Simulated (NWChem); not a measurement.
**Tetragonal strain in SiC (zincblende structure): the shear constant**

All runs are NWChem calculations. Level: LDA (Vosko), default library pseudopotentials (valence charges C 4, Si 4), cutoff 35 Ha, shifted 4×4×4 mesh, two-atom cell, no spin-orbit coupling. The cubic cell (a = 4.308 Å, near this level's equilibrium) is stretched by 1 + δ along x and y and by (1 + δ)^−2 along z, at constant volume; symmetry keeps the atoms on their sites.

```
δ       E − E(0) (meV/cell)
------  -------------------
-0.020                44.44
-0.010                10.37
-0.005                 2.46
0.000                  0.00
0.005                  2.38
0.010                  9.41
0.020                     ?
```

**Question.** The cell volume is 19.99 Å³. To second order E − E(0) = 3V(C₁₁ − C₁₂)δ². Fit Aδ² + Bδ³, give C₁₁ − C₁₂, and predict the withheld row.

**Answer.** A ≈ 99 eV and B ≈ -590 eV, with a largest residual of 0.15 meV, so C₁₁ − C₁₂ = A/(3V) ≈ 270 GPa. The fit predicts 35.04 meV at δ = 0.020; the run gave 35.93.
